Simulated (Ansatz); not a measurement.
# Al2O3: the cost of one run

Method: DFT LDA+D3(BJ), scalar-relativistic, plane waves, PAW, in Ansatz 0.2.0.

39 further runs of the same task are left out: 39 set aside as unsound or not needed.

### Step 1. The system as given

It takes space group P-6m2 (No. 187, hexagonal). The conventional cell has a = 2.822 Å, b = 2.822 Å, c = 6.939 Å, α = 90.00°, β = 90.00°, γ = 120.00°. Al (site symmetry 3m) has 6 O at 1.76 to 2.12 Å as nearest neighbours. O (site symmetry 3m) has 3 Al at 1.76 Å as nearest neighbours. O (site symmetry -6m2) is surrounded by 6 Al at 2.12 Å.

Structure file:

```cif
data_structure
_symmetry_space_group_name_H-M 'P-6m2'
_symmetry_Int_Tables_number 187
_cell_length_a 2.8217
_cell_length_b 2.8217
_cell_length_c 6.9394
_cell_angle_alpha 90.000
_cell_angle_beta 90.000
_cell_angle_gamma 120.000
_cell_volume 47.85
loop_
_atom_site_label
_atom_site_type_symbol
_atom_site_symmetry_multiplicity
_atom_site_Wyckoff_symbol
_atom_site_fract_x
_atom_site_fract_y
_atom_site_fract_z
_atom_site_occupancy
Al1 Al 2 g 0.00000 0.00000 0.19659 1
O1 O 2 h 0.33333 0.66667 0.29315 1
O2 O 1 e 0.66667 0.33333 0.00000 1
```

It goes back to an entry of the Materials Project, which need not be the stable form.

This cell was relaxed beforehand with the same method: volume 9.57 Å³/atom, gap on the mesh 4.80 eV.

### Step 2. What is varied

The energy is mapped over the lattice constants a and c of the conventional cell.

The axes are (1) lattice constant a (and b): 9 values from 2.737 to 2.906 Å; (2) lattice constant c: 9 values from 6.315 to 7.564 Å.

Nothing else is relaxed (fractional coordinates fixed). Energies count from the relaxed crystal. Points are written as (first, second).

### Step 3. The run at (2.737 Å, 6.315 Å)

input.yaml

```yaml
crystal:
  lattice:
    - [2.737, 0.0, 0.0]
    - [-1.3685, 2.3703115302, 0.0]
    - [0.0, 0.0, 6.3149]
  atoms:
    - { symbol: Al, position: [0.0, 0.0, 0.1965910739] }
    - { symbol: Al, position: [0.0, 0.0, 0.8034089261] }
    - { symbol: O, position: [0.3333333333, 0.6666666667, 0.2931479054] }
    - { symbol: O, position: [0.6666666667, 0.3333333333, 0.0] }
    - { symbol: O, position: [0.3333333333, 0.6666666667, 0.7068520946] }
basis:
  ecutwfc: 520.0
kpoints:
  mp_grid: { grid: [9, 9, 4] }
hamiltonian:
  xc: lda
  dispersion: d3bj
scf:
  occupations: { method: gaussian, width: 0.05 }
output:
  forces: true
  stress: true
  eigenvalues: true
```

Started as:

```console
$ ansatz run input.yaml --threads 1 --pin off --max-ram 2048MiB --backend cpu --events-out ev --progress --plain --runs-dir out
```

What time and memory should one allow on 1 thread of Intel Xeon Platinum 8259CL at 2.50GHz (Skylake/Cascade Lake), shared host?

About 3.4 s, with a peak of 0.37 GiB.
